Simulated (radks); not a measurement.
**Cd in [Kr] 4d10 4f2: an all-electron calculation**

An exercise on one series of results from a longer session: the logs are not shown, and one member is left open.

Program: radks (a radial shooting solver on a logarithmic mesh, Libxc functionals) version 1. Level of theory: non-relativistic Kohn-Sham, AM05, spin-unpolarised, spherical densities, point nucleus. These are calculated values, not measurements, unless marked.

### The atom as given

```
element       : cadmium (Z = 48)
charge        : 0
electrons     : 48
configuration : [Kr] 4d10 4f2
```

The outer shells:

Cd
```
[Kr] core
4d [↑↓][↑↓][↑↓][↑↓][↑↓]
4f [↑ ][↑ ][  ][  ][  ][  ][  ]
```

The first run:

The run's settings:

```text
Z 48
configuration [Kr] 4d10 4f2
relativity non-relativistic
functional am05,am05
spin unpolarised
nucleus point
```

Started as:

```sh
python run_ks.py task.json out
```

All runs below come from this command, one after another.

Steps of the session up to this table: Self-consistent calculation.

One of the session's tables, all rows but one given; the rest of the session is left out.

It belongs to the step «Radial structure». From the orbitals of this run (lengths in bohr):

```
level      <r>  outermost maximum (interpolated)  90 % within  nodes
   1s  0.03173                            0.0210       0.0564      0
   2s   0.1374                             0.117        0.211      1
   2p        ?                                 ?            ?      ?
   3s   0.3717                             0.336        0.546      2
   3p   0.3631                             0.323        0.545      1
   3d   0.3348                             0.266        0.528      0
   4s   0.9103                             0.822         1.32      3
   4p   0.9736                             0.857         1.44      2
   4d    1.241                             0.975         1.96      1
   4f    10.74                              9.92         15.5      0
```

Estimate the missing values for 2p.

As computed: <r>: 0.1173; outermost maximum (interpolated): 0.0913; 90 % within: 0.190; nodes: 0. In the column «<r>» it lies between 1s (0.03173) and 2s (0.1374).
